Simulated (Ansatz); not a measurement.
# C4H10Si: up Jacob's ladder to CCSD(T)

An exercise on one series of results from a longer session: the logs are not shown, and one member is left open.

Computed with Ansatz 0.2.0, Gaussian basis. Level: functionals in def2-TZVPP, the program's frozen cores in correlated methods.

The runs, in order: LDA (SPW92), PBE-D4, revPBE-D4, BLYP-D4, r2SCAN-D4, B97M-V, PBE0-D4, B3LYP-D4, r2SCANh-D4, r2SCAN0-D4, HSE06-D4, BHLYP-D4, CAM-B3LYP-D4, LC-ωPBE, ωB97X-V, ωB97M-V, B2PLYP, PBE-QIDH; CCSD(T)/def2-SVP; CCSD(T)/def2-TZVPP; MP2/def2-QZVPP; extrapolation to the limit; RPA on PBE.

## The relaxed structure

An earlier PBE0-D4 in a triple-zeta def2 set relaxation fixed the geometry.

SMILES `CC(C)=C[SiH3]`, 15 atoms, charge 0, spin multiplicity 1.

Atoms are counted from 1 here; the program's logs count them from 0.

Bond lengths: C1–C2 1.496 Å, C1–H6 1.095 Å, C1–H7 1.091 Å, C1–H8 1.095 Å, C2–C3 1.496 Å, C2–C4 1.338 Å, C3–H9 1.095 Å, C3–H10 1.090 Å, C3–H11 1.095 Å, C4–Si5 1.858 Å, C4–H12 1.089 Å, Si5–H13 1.487 Å, Si5–H14 1.490 Å, Si5–H15 1.490 Å. Angles: C2–C1–H6 110.5°, C2–C1–H7 112.9°, C2–C1–H8 110.5°, H6–C1–H7 108.1°, H6–C1–H8 106.6°, H7–C1–H8 108.1°, C1–C2–C3 114.8°, C1–C2–C4 123.0°, C3–C2–C4 122.2°, C2–C3–H9 110.6°, C2–C3–H10 111.8°, C2–C3–H11 110.7°, H9–C3–H10 108.5°, H9–C3–H11 106.4°, H10–C3–H11 108.5°, C2–C4–Si5 125.9°, C2–C4–H12 117.1°, Si5–C4–H12 117.1° and more.

The first run:

in.yaml

```yaml
crystal:
  periodic: [false, false, false]
  atoms:
    - {symbol: C, position_ang: [-1.315128, -0.507281, 0.451011]}
    - {symbol: C, position_ang: [0.172894, -0.359327, 0.426477]}
    - {symbol: C, position_ang: [0.901980, -1.180892, 1.442528]}
    - {symbol: C, position_ang: [0.812054, 0.442969, -0.432185]}
    - {symbol: Si, position_ang: [0.013046, 1.506112, -1.729774]}
    - {symbol: H, position_ang: [-1.712609, -0.227854, 1.432420]}
    - {symbol: H, position_ang: [-1.814750, 0.103450, -0.302523]}
    - {symbol: H, position_ang: [-1.599856, -1.551539, 0.284790]}
    - {symbol: H, position_ang: [0.575266, -0.921220, 2.455265]}
    - {symbol: H, position_ang: [1.981146, -1.039695, 1.379786]}
    - {symbol: H, position_ang: [0.681524, -2.245477, 1.309312]}
    - {symbol: H, position_ang: [1.898424, 0.477441, -0.363647]}
    - {symbol: H, position_ang: [1.073217, 2.238785, -2.471984]}
    - {symbol: H, position_ang: [-0.770815, 0.704364, -2.711391]}
    - {symbol: H, position_ang: [-0.918290, 2.509263, -1.140587]}
basis:
  gaussian: {orbitals: def2-TZVPP}
hamiltonian: {xc: lda}
output: {orbitals: {seedname: orbitals}}
```

Command:

```
$ ansatz run in.yaml --threads 4 --pin off --events-out ev --progress --plain --max-ram 10444MiB
```

Among the steps run: LDA; PBE-D4 (GGA); revPBE-D4 (GGA); BLYP-D4 (GGA); r2SCAN-D4 (meta-GGA); B97M-V (meta-GGA); PBE0-D4 (hybrid); B3LYP-D4 (hybrid); r2SCANh-D4 (hybrid); r2SCAN0-D4 (hybrid); HSE06-D4 (hybrid); BHLYP-D4 (hybrid); CAM-B3LYP-D4 (range-separated); LC-ωPBE (range-separated); ωB97X-V (range-separated); ωB97M-V (range-separated); B2PLYP (double hybrid); PBE-QIDH (double hybrid).

One of the session's tables, all rows but one given; the rest of the session is left out.

It belongs to the step «Orbital energies across the functionals». 

```
  functional  HOMO (eV)  gap (eV)
 LDA (SPW92)      -6.25      4.81
      PBE-D4      -6.13      4.87
   revPBE-D4      -6.08      4.90
     BLYP-D4      -5.98      4.87
   r2SCAN-D4      -6.32      5.28
      B97M-V      -6.39      5.32
     PBE0-D4      -7.21      6.91
    B3LYP-D4      -7.00      6.49
  r2SCANh-D4      -6.73      6.03
  r2SCAN0-D4      -7.34      7.16
    HSE06-D4          ?         ?
    BHLYP-D4      -8.15      8.90
CAM-B3LYP-D4      -8.50      9.31
     LC-ωPBE      -9.86     11.78
     ωB97X-V      -9.50     11.33
     ωB97M-V      -9.40     11.07
```

Q: Estimate the row for HSE06-D4 from the others.

As computed: HOMO (eV): -6.82; gap (eV): 6.13. In the column «HOMO (eV)» it lies between B3LYP-D4 (-7.00) and r2SCANh-D4 (-6.73).
